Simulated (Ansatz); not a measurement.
# C2H3In (SMILES C#[C][InH2]) at CAM-B3LYP/def2-SVPD (core potential)

Aim: the vertical electron affinity of C2H3In at CAM-B3LYP/def2-SVPD (core potential), from 2 runs. 

The results are computed with Ansatz 0.2.0.

48 further runs of the same task are left out: 1 that didn't finish, 47 set aside as unsound or not needed.

## Step 1: The structure to begin with

C2H3In: 6 atoms, total charge 0, spin state singlet. SMILES: `C#[C][InH2]`. The shape is that of a PBE0-D4/def2-TZVP optimisation.

Bond lengths: C1–C2 1.210 Å, C2–In3 2.097 Å, C1–H4 1.067 Å, In3–H5 1.713 Å, In3–H6 1.713 Å. Angles: C1–C2–In3 180.0°, C2–C1–H4 180.0°, C2–In3–H5 117.0°, C2–In3–H6 117.0°, H5–In3–H6 126.0°.

## Step 2: A single-point energy at CAM-B3LYP/def2-SVPD (core potential)

File run.yaml:

```yaml
basis:
  gaussian: {orbitals: def2-SVPD}
crystal:
  periodic: [false, false, false]
  atoms:
    - {symbol: C, position_ang: [-0.186600, -1.928000, 0.015100]}
    - {symbol: C, position_ang: [-0.070400, -0.723400, 0.005900]}
    - {symbol: In, position_ang: [0.131900, 1.363900, -0.010600]}
    - {symbol: H, position_ang: [-0.289000, -2.989600, 0.023300]}
    - {symbol: H, position_ang: [0.673500, 2.081500, -1.468800]}
    - {symbol: H, position_ang: [-0.259400, 2.195500, 1.435000]}
hamiltonian: {xc: {name: CAM-B3LYP}}
accuracy: high
total_charge: 0
output: {orbitals: {seedname: orbitals}}
```

Run with:

```bash
$ ansatz run run.yaml --threads 1 --pin off --max-ram 3480MiB --events-out events.jsonl --progress --plain --runs-dir runs
```

The log of the run:

```text
Warning: RAYON_NUM_THREADS=1 ignored (pool sized by the plan → 1); use --threads N
Functional definition: CAM-B3LYP
  name "CAM-B3LYP"
  parameter alpha = 0.19
  parameter beta = 0.46
  parameter omega = 0.33/bohr
  parameter ac = 0.81
  exchange = (1 - alpha - beta)*b88_x + beta*b88_x_sr(omega) + alpha*exact_x + beta*exact_x_lr(omega)
  correlation = (1 - ac)*vwn5_c + ac*lyp_c
2051 factors; integrals over basis functions are off by at most 3.2e-9 eV
574 factors; integrals over basis functions are off by at most 1.9e-9 eV
mean field evaluation 1: about -7286.7331 eV, gradient 3.6e1 eV
mean field evaluation 2: about -7287.1396 eV, gradient 3.4e1 eV
mean field evaluation 4: about -7290.3237 eV, gradient 2.5e0 eV
mean field evaluation 8: about -7290.4043 eV, gradient 8.2e-2 eV
mean field evaluation 16: about -7290.4044 eV, gradient 9.3e-6 eV
mean field -7290.40435879 eV, -267.9174185720 hartree, gradient 1.7e-8 eV, S^2 0.000000; 0 other end points of the search recorded, 0 dependent functions left out
reference -7290.40437865 eV, -267.9174193019 hartree; 18, 18 occupied and 78, 78 virtual orbitals, 2051 factors
Total energy: -7290.40437865 eV, -267.9174193019 hartree
```

Run time: 8.7 s. Hardware: 1 thread of Arm Neoverse V2, shared host; peak memory 0.36 GiB.

## Step 3: The doublet anion, same level

File molecule.yaml:

```yaml
crystal:
  periodic: [false, false, false]
  atoms:
    - {symbol: C, position_ang: [-0.186600, -1.928000, 0.015100]}
    - {symbol: C, position_ang: [-0.070400, -0.723400, 0.005900]}
    - {symbol: In, position_ang: [0.131900, 1.363900, -0.010600]}
    - {symbol: H, position_ang: [-0.289000, -2.989600, 0.023300]}
    - {symbol: H, position_ang: [0.673500, 2.081500, -1.468800]}
    - {symbol: H, position_ang: [-0.259400, 2.195500, 1.435000]}
basis:
  gaussian: {orbitals: def2-SVPD}
total_charge: -1
magnetization: {spin_polarized: true, initial_magnetization: 1}
hamiltonian: {xc: {name: CAM-B3LYP}}
accuracy: high
output: {orbitals: {seedname: orbitals}}
```

Run with:

```bash
$ ansatz run molecule.yaml --threads 1 --pin off --max-ram 3480MiB --events-out events.jsonl --progress --plain --runs-dir runs
```

The log of the run (excerpt; [...] marks lines left out):

```text
Warning: RAYON_NUM_THREADS=1 ignored (pool sized by the plan → 1); use --threads N
[... 2 set-up lines as earlier in the session ...]
[...]
2051 factors; integrals over basis functions are off by at most 3.2e-9 eV
574 factors; integrals over basis functions are off by at most 1.9e-9 eV
[...]
mean field -7290.80174333 eV, -267.9320221845 hartree, gradient 7.7e-8 eV, S^2 0.756011; 2 other end points of the search recorded, 0 dependent functions left out
reference -7290.80176166 eV, -267.9320228581 hartree; 19, 18 occupied and 77, 78 virtual orbitals, 2051 factors
Total energy: -7290.80176166 eV, -267.9320228581 hartree
```

Wall time 16 s (1 thread of Arm Neoverse V2, shared host); peak memory 0.5 GiB.

## Step 4: Outcome

At CAM-B3LYP/def2-SVPD (core potential):

| quantity | value |
| --- | --- |
| singlet C2H3In: total energy | -267.91742 Eh |
| singlet C2H3In: HOMO energy | -9.12 eV |
| singlet C2H3In: LUMO energy | -1.18 eV |
| singlet C2H3In: HOMO–LUMO gap | 7.94 eV |
| doublet anion: total energy | -267.93202 Eh |
| doublet anion: HOMO energy (highest over α and β) | 0.38 eV |
| doublet anion: LUMO energy (lowest over α and β) | 4.18 eV |
| doublet anion: ⟨S²⟩ | 0.756 |
| vertical electron affinity (to the doublet anion) | 0.397 eV |

**Reading.** At fixed nuclei the extra electron is bound by 0.40 eV (9.2 kcal/mol). The HOMO (doublet anion) lies at positive energy, 0.38 eV; only total energies tell whether the electron is bound.

The anion's highest level is positive in at least one run, so there the basis alone may hold the extra electron.
